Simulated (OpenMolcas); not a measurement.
# Zr³⁺ among point charges: CASSCF and CASPT2 levels and susceptibility

Aim: the splitting of the states of Zr³⁺ in the field of 4 point charges, its lowest levels with spin-orbit coupling and its magnetic susceptibility.

Method: state-averaged CASSCF and CASPT2, spin-orbit coupling by RASSI with atomic mean-field integrals. Code: OpenMolcas 26.06.

## 1. The system

* Species: Zr³⁺ (zirconium, Z = 40, 37 electrons)
* Basis: ANO-RCC-VDZP [6s5p3d1f], 43 functions
* Scalar Hamiltonian: DKH2, point nucleus
* Inactive shells: 1s 2s 2p 3s 3p 3d 4s 4p
* Active space: 1 electron in 5 orbitals (4d)
* Some configurations of this space: 4d
* Orbitals: optimised for each spin and parity, averaged over all roots

Outer shells as boxes (Hund's rule):

4d
```
4d [↑ ][  ][  ][  ][  ]
```

The ion sits among 4 point charges of -1.5 e arranged as a square (D4h), 2.03 Å from the ion.

The work runs as a chain of OpenMolcas steps in one folder; each step below is one input file. Labels, J, g values, rates, χT and fits are worked out afterwards by a script from the matrices that RASSI stores. The input lists half of the charges; inversion (Group=XYZ) makes the rest.

## 2. One- and two-electron integrals

Input file a.inp:

```
&GATEWAY
Coord
1

Zr 0.0 0.0 0.0
Basis=ANO-RCC-VDZP
Group=XYZ
NoMove
AngMom=0.0 0.0 0.0
AMFI
XField
2 Angstrom 0
2.030000 0.000000 0.000000 -1.500000
0.000000 2.030000 0.000000 -1.500000
&SEWARD
```

On the command line:

```console
$ OMP_NUM_THREADS=1 MOLCAS_MEM=1689 MOLCAS_PROJECT=a pymolcas a.inp > a.log
```

## 3. Reference wave functions, doublets of even parity, 5 roots

Input file a.inp:

```
&RASSCF
FileOrb=start.orb
Symmetry=1
Spin=2
nActEl=1 0 0
Inactive=9 9
Ras2=5 0
CIRoot=5 5 1
SDav=5
CIMx=300
Iter=120 100
PrWF=0.3
OrbListing=Nothing
MaxOrb=0
>>> COPY $Project.JobIph JOB001
```

start.orb holds the contracted functions of the basis, ordered by shell, or the orbitals of the step before.

## 4. RASSI: spin-orbit coupling between the states

Input file a.inp:

```
&RASSI
NrOfJobIphs=1 5
1 2 3 4 5
IphNames
JOB001
EJob
SpinOrbit
DIPRint=1.0
SOCoupling=1000.0
Subsets=2
Property=9
'ANGMOM' 1 'ANGMOM' 2 'ANGMOM' 3 'MLTPL  1' 1 'MLTPL  1' 2 'MLTPL  1' 3
'AMFI' 1 'AMFI' 2 'AMFI' 3
SOProperty=3
'ANGMOM' 1 'ANGMOM' 2 'ANGMOM' 3
```

## 5. CASPT2: IPEA 0.25, imaginary shift 0.1 (closed shells correlated: 4s 4p)

Input file a.inp:

```
>>> COPY JOB001 $Project.JobIph
&CASPT2
Multistate=5 1 2 3 4 5
NoMult
Frozen=8 6
IPEA=0.25
Imaginary=0.1
MaxIter=60
WThr=0.0 0.3 0.05
PrWF=0.5
NoMix
```

(Steps that only read results are left out.)

What does the calculation give? Wanted: spin-free ground state; first state of the same spin within the active space; lowest level; next level.

As calculated:

| quantity | value |
| --- | --- |
| method | SS-CASPT2, IPEA 0.25, imaginary shift 0.1 (closed shells correlated: 4s 4p) |
| spin-free ground state | 2A1, 1-fold in its orbital part |
| first state of the same spin within the active space | 2E at 13500 cm⁻¹ |
| lowest level | 2-fold E1/2, g = 1.88, 1.88, 2.00 |
| next level | 13296.9 cm⁻¹ |
| χT at 300 K | 0.36 cm³ K/mol |
| effective moment at 300 K | 1.70 μB |

Cost by method:

| method | time of its own steps | time with the reference |
| --- | --- | --- |
| A. CASSCF | 1.9 s | 1.9 s |
| B. SS-CASPT2, IPEA 0.25, imaginary shift 0.1, +4s 4p | 0.52 s | 2.4 s |

Times are of one thread on a shared host.

In words: The spin-free ground state (2A1) comes to 100 % from free-ion D terms and keeps the highest spin of the shell. χT at 300 K is 0.36, against 0.38 cm³ K/mol for the spin alone; near agreement at one temperature doesn't show that the orbital moment is quenched. The field of point charges can differ much from that of real complexes. Point charges carry no covalency, so the field is a model and not that of real ligands.
